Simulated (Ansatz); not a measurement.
Runs of Ansatz 0.2.0 on Sb. The cell holds a sheet with vacuum, 2 atoms: a = 3.133 Å, b = 3.133 Å, c = 31.360 Å, α = 90.00°, β = 90.00°, γ = 90.00°. The cell was built by a generator and needn't be a form met in nature.

```tsv
task	level	cutoff (eV)	basis error allowed	gap on the mesh (eV)	largest force (eV/Å)	work function (eV)
single point	PBE	229	0.002 eV/atom	none	0.02	3.70
projected density of states	PBE	229	0.002 eV/atom	-	0.02	3.70
single point	PBE	249	0.001 eV/atom	none	0.02	3.70
single point	PBEsol	230	0.002 eV/atom	none	0.20	3.79
single point	LDA	230	0.002 eV/atom	none	0.30	(a)
```

Alike in all rows: potentials or basis all-electron LAPW, scalar-relativistic; no spin polarisation; cell as given; k mesh 9 × 9 × 1; smearing fermi-dirac 0.05 eV.

Q: Fill in the values left out.

A: (a) 3.99.

Caveats: spin-orbit coupling is left out, which moves the levels of the heavy elements (some runs); the density of states is complete only up to the lowest level of the last band computed (some runs).

A k mesh can miss the band edges, and the runs leave out spin-orbit coupling on Sb.

A gap of «none» marks a metal or a gap under the smearing width.
